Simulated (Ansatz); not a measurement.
# BClHInO: the cost of one run

The runs use Ansatz 0.2.0, Gaussian basis; the settings change from run to run.

## 1. The molecule

The geometry comes from an earlier relaxation with PBE0-D4 in a triple-zeta def2 set; it is a stationary point. In takes a core potential in def2 sets; no spin-orbit term is included.

5 atoms, charge 0, spin multiplicity 1.

Atoms are counted from 1 here; the program's logs count them from 0.

Bond lengths: Cl1–B3 1.865 Å, In2–O4 2.147 Å, B3–O4 1.298 Å, B3–H5 1.195 Å. Angles: Cl1–B3–O4 117.9°, Cl1–B3–H5 113.2°, O4–B3–H5 128.9°, In2–O4–B3 115.2°.

## 2. r2SCANh/def2-TZVP

Options: unrestricted orbitals, atoms shaken by 0.03 Å, D3(BJ) with three-body dispersion.

Contents of in.yaml:

```yaml
crystal:
  periodic: [false, false, false]
  atoms:
    - {symbol: Cl, position_ang: [0.719610, -0.299179, 1.401692]}
    - {symbol: In, position_ang: [-1.726248, -1.403414, 0.162183]}
    - {symbol: B, position_ang: [0.453312, 0.402869, -0.230130]}
    - {symbol: O, position_ang: [-0.592576, 0.009797, -0.914820]}
    - {symbol: H, position_ang: [1.264132, 1.225819, -0.493913]}
basis:
  gaussian: {orbitals: def2-TZVP}
magnetization: {spin_polarized: true, initial_magnetization: 0}
hamiltonian: {xc: {name: r2SCANh}, dispersion: d3bjatm}
output: {forces: true}
```

The run is started by

```console
$ ansatz run in.yaml --threads 2 --pin off --events-out ev --progress --plain --max-ram 4352MiB
```

What time and memory should one allow on 2 threads of Arm Neoverse V1, shared host?

About 11 s, with a peak of 0.5 GiB.
